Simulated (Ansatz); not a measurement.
# Cs2KBiBr6: the cost of one run

Method: DFT PBEsol, scalar-relativistic, plane waves, PAW, in Ansatz 0.2.0.

1 further run of the same task is left out (it didn't finish).

## Step 1: The starting structure

The structure is cubic, space group Fm-3m (No. 225). Conventional cell: a = 12.083 Å, b = 12.083 Å, c = 12.083 Å, α = 90.00°, β = 90.00°, γ = 90.00°. Around K (site symmetry m-3m) lie 6 Br at 3.17 Å. Around Cs (site symmetry -43m) lie 12 Br at 4.27 Å. Around Bi (site symmetry m-3m) lie 6 Br at 2.87 Å. Around Br (site symmetry 4mm) lie 1 Bi at 2.87 Å and 1 K at 3.17 Å.

Structure file:

```cif
data_structure
_symmetry_space_group_name_H-M 'P 1'
_symmetry_Int_Tables_number 1
_cell_length_a 8.5440
_cell_length_b 8.5440
_cell_length_c 8.5440
_cell_angle_alpha 60.000
_cell_angle_beta 60.000
_cell_angle_gamma 60.000
_cell_volume 441.03
loop_
_atom_site_label
_atom_site_type_symbol
_atom_site_fract_x
_atom_site_fract_y
_atom_site_fract_z
_atom_site_occupancy
K1 K 0.50000 0.50000 0.50000 1
Cs1 Cs 0.75000 0.75000 0.75000 1
Cs2 Cs 0.25000 0.25000 0.25000 1
Bi1 Bi 0.00000 0.00000 0.00000 1
Br1 Br 0.76252 0.23748 0.23748 1
Br2 Br 0.23748 0.23748 0.76252 1
Br3 Br 0.23748 0.76252 0.76252 1
Br4 Br 0.23748 0.76252 0.23748 1
Br5 Br 0.76252 0.23748 0.76252 1
Br6 Br 0.76252 0.76252 0.23748 1
```

Source of the structure: the Materials Project (structure only).

(A quick probe on a coarse mesh, which set the mesh and smearing, is not shown.)

## Step 3: Relaxing cell and atoms

The input, input.yaml:

```yaml
crystal:
  lattice:
    - [0.0, 6.041521, 6.041521]
    - [6.041521, 0.0, 6.041521]
    - [6.041521, 6.041521, 0.0]
  atoms:
    - { symbol: K, position: [0.5, 0.5, 0.5] }
    - { symbol: Cs, position: [0.75, 0.75, 0.75] }
    - { symbol: Cs, position: [0.25, 0.25, 0.25] }
    - { symbol: Bi, position: [0.0, 0.0, 0.0] }
    - { symbol: Br, position: [0.762518, 0.237482, 0.237482] }
    - { symbol: Br, position: [0.237482, 0.237482, 0.762518] }
    - { symbol: Br, position: [0.237482, 0.762518, 0.762518] }
    - { symbol: Br, position: [0.237482, 0.762518, 0.237482] }
    - { symbol: Br, position: [0.762518, 0.237482, 0.762518] }
    - { symbol: Br, position: [0.762518, 0.762518, 0.237482] }
basis:
  ecutwfc: 420
kpoints:
  mp_grid: { grid: [4, 4, 4] }
hamiltonian:
  xc: pbesol
scf:
  occupations: { method: gaussian, width: 0.02 }
output:
  forces: true
  stress: true
  eigenvalues: true
  write_density: true
  write_potential: true
  elf: true
  volumetric_format: npy
relax:
  adjacent_minimum: "off"
  f_tol: 0.005
  max_steps: 80
  cell: { stress_tol: 0.05 }
```

On the command line:

```console
$ ansatz run input.yaml --threads 2 --pin off --max-ram 5120MiB --backend cpu --events-out ev --progress --plain --runs-dir out
```

Q: Estimate wall time and peak memory on 2 threads of Arm Neoverse V1, shared host.

About 42 s, with a peak of 0.83 GiB.
